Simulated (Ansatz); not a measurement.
# ClH4N2OTa: how energies converge with the basis set

One table from this session's results is given with a row withheld; the runs are named, their logs left out.

The runs use Ansatz 0.2.0, Gaussian basis; one geometry, several basis sets.

Levels to be run: PBE0-D4/def2-SVP; ωB97M-V/def2-SVP; PBE0-D4/def2-QZVPP; ωB97M-V/def2-QZVPP; the functionals' def2-TZVPP values are taken from earlier runs.

### The relaxed structure

An earlier PBE0-D4 in a triple-zeta def2 set relaxation fixed the geometry. Ta takes the def2 core potential; no spin-orbit term is included.

SMILES `[NH]=[Ta]([NH2])([OH])[Cl]`, 9 atoms, charge 0, spin multiplicity 1.

Atoms are counted from 1 here; the program's logs count them from 0.

Bond lengths: N1–Ta2 1.761 Å, N1–H6 1.006 Å, Ta2–N3 1.970 Å, Ta2–O4 1.905 Å, Ta2–Cl5 2.332 Å, N3–H7 1.007 Å, N3–H8 1.011 Å, O4–H9 0.956 Å. Angles: Ta2–N1–H6 174.6°, N1–Ta2–N3 104.0°, N1–Ta2–O4 111.4°, N1–Ta2–Cl5 111.1°, N3–Ta2–O4 109.7°, N3–Ta2–Cl5 111.0°, O4–Ta2–Cl5 109.6°, Ta2–N3–H7 126.0°, Ta2–N3–H8 123.3°, H7–N3–H8 110.5°, Ta2–O4–H9 132.3°.

The first run:

in.yaml reads:

```yaml
crystal:
  periodic: [false, false, false]
  atoms:
    - {symbol: N, position_ang: [-0.280795, 1.564121, -0.628767]}
    - {symbol: Ta, position_ang: [-0.057629, -0.172486, -0.440416]}
    - {symbol: N, position_ang: [1.210336, -0.330416, 1.059091]}
    - {symbol: O, position_ang: [-1.692974, -1.038640, 0.009692]}
    - {symbol: Cl, position_ang: [0.821265, -1.121967, -2.380458]}
    - {symbol: H, position_ang: [-0.443386, 2.537653, -0.822431]}
    - {symbol: H, position_ang: [1.657555, 0.433578, 1.539818]}
    - {symbol: H, position_ang: [1.452005, -1.211789, 1.491375]}
    - {symbol: H, position_ang: [-2.577975, -0.706355, 0.154895]}
basis:
  gaussian: {orbitals: def2-SVP}
hamiltonian: {xc: pbe0, dispersion: d4}
output: {orbitals: {seedname: orbitals}}
```

Launch:

```console
$ ansatz run in.yaml --threads 4 --pin off --events-out ev --progress --plain --max-ram 10444MiB
```

Among the steps run: PBE0-D4 in def2-SVP; ωB97M-V in def2-SVP; PBE0-D4 in def2-QZVPP; ωB97M-V in def2-QZVPP.

One table of the session follows, with a row left open; its other results are not shown here.

It belongs to the step «Functionals by basis». 

```
functional       basis  HOMO (eV)
   PBE0-D4    def2-SVP          ?
   PBE0-D4  def2-TZVPP      -7.79
   PBE0-D4  def2-QZVPP      -7.84
   ωB97M-V    def2-SVP      -9.99
   ωB97M-V  def2-TZVPP     -10.06
   ωB97M-V  def2-QZVPP     -10.11
```

Q: Estimate the row for PBE0-D4, def2-SVP from the others.

As computed: HOMO (eV): -7.75. In the column «HOMO (eV)» it is the highest.
